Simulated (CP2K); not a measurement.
**NbSi under changes of volume**

One of the cells (15.724 Å³/atom); the others are scaled copies at fixed shape and fractional positions:

```
Nb Si
1.0
     3.15644    0.00000    0.00000
     0.00000    3.15644    0.00000
     0.00000    0.00000    3.15644
Nb Si
1 1
Direct
  0.00000 0.00000 0.00000
  0.50000 0.50000 0.50000
```

The cell was built by a generator and needn't be a form met in nature.

```yaml
Program: CP2K 2026.2
Functional: PBE
Potentials_or_basis: POTENTIAL_UZH Nb GTH-PBE-q13, Si GTH-PBE-q4; TZVP-MOLOPT-PBE-GTH basis
Density_cutoff: 6123 eV
k_mesh: 8 × 8 × 8
Occupations: fermi-dirac, width 0.05 eV
Spin: no spin polarisation
```

```csv
volume (Å³/atom),energy over the lowest point (meV/atom),pressure (GPa)
14.781,36.44,12.6
15.095,16.18,8.2
15.410,4.31,4.1
15.724,0.00,0.5
16.038,2.47,-2.7
16.353,?,?
16.667,24.63,-8.2
```

Q: What does the run at 16.353 Å³/atom give?

A: Energy over the lowest point 10.93 meV/atom; pressure -5.6 GPa.

Worked out: A Birch-Murnaghan fit of order 3 (a polynomial in V^(-2/3)) to the other rows has its minimum at 15.76 Å³/atom with B0 = V·E''(V) = 169 GPa and B' = 4.8. It gives 10.89 meV/atom at 16.353 Å³/atom, against the run's 10.93, and -dE/dV = -5.7 GPa, against -5.6.

Energies are extrapolated to zero smearing.

Caveats: the basis of atomic orbitals isn't converged, which shifts pressures, moduli and gaps.
